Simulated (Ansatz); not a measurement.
# GeAsH₅: single points off equilibrium

An exercise on one series of results from a longer session: the logs are not shown, and one member is left open.

Method: single points in def2-TZVPP; program: Ansatz 0.2.0, Gaussian basis.

Cores are frozen in the correlated methods. Filled d shells of the heavier atoms are correlated.

## Starting geometry

7 atoms, charge 0, spin multiplicity 1.

Atoms are counted from 1 here; the program's logs count them from 0.

Bond lengths: Ge1–As2 2.351 Å, Ge1–H3 1.403 Å, Ge1–H4 1.584 Å, Ge1–H5 1.509 Å, As2–H6 1.434 Å, As2–H7 1.602 Å. Angles: As2–Ge1–H3 117.2°, As2–Ge1–H4 115.0°, As2–Ge1–H5 115.8°, H3–Ge1–H4 105.1°, H3–Ge1–H5 98.5°, H4–Ge1–H5 102.9°, Ge1–As2–H6 92.4°, Ge1–As2–H7 89.2°, H6–As2–H7 99.1°.

Geometry (Å):

```xyz
7
AsGeH5
Ge   -0.34160   -0.52320   -0.40510
As    0.63870    1.53630    0.16600
H    -0.45990   -1.48130    0.61270
H    -1.78520   -0.42320   -1.04820
H     0.41770   -1.35550   -1.40840
H    -0.16920    1.66200    1.34370
H     1.88020    0.74380    0.79510
```

Set-up of the first run:

run/in.yaml

```yaml
crystal:
  periodic: [false, false, false]
  atoms:
    - {symbol: Ge, position_ang: [-0.341600, -0.523200, -0.405100]}
    - {symbol: As, position_ang: [0.638700, 1.536300, 0.166000]}
    - {symbol: H, position_ang: [-0.459900, -1.481300, 0.612700]}
    - {symbol: H, position_ang: [-1.785200, -0.423200, -1.048200]}
    - {symbol: H, position_ang: [0.417700, -1.355500, -1.408400]}
    - {symbol: H, position_ang: [-0.169200, 1.662000, 1.343700]}
    - {symbol: H, position_ang: [1.880200, 0.743800, 0.795100]}
basis:
  gaussian: {orbitals: def2-TZVPP}
correlation: {method: ccsd_t}
output: {forces: true}
```

The command line of these runs was not kept.

Among the steps run: CCSD(T)/def2-TZVPP; PBE0-D4/def2-TZVPP; wB97M-V/def2-TZVPP; r2SCAN-D4/def2-TZVPP; PBE-D4/def2-TZVPP; r2SCAN0-D4/def2-TZVPP; wB97X-V/def2-TZVPP.

One of the session's tables, all rows but one given; the rest of the session is left out.

| method | RMS force component (eV/Å) | angle to CCSD(T) forces (°) | dipole (D) |
| --- | --- | --- | --- |
| CCSD(T) | 1.198 | reference | 0.74 |
| PBE0-D4 | 1.232 | 3.0 | 0.74 |
| wB97M-V | 1.207 | 0.9 | 0.73 |
| r2SCAN-D4 | 1.206 | 2.3 | 0.74 |
| PBE-D4 | ? | ? | ? |
| r2SCAN0-D4 | 1.204 | 2.0 | 0.75 |
| wB97X-V | 1.231 | 1.9 | 0.75 |

Q: Estimate the row for PBE-D4 from the others.

As computed: RMS force component (eV/Å): 1.257; angle to CCSD(T) forces (°): 8.5; dipole (D): 0.71. In the column «RMS force component (eV/Å)» it is the highest.
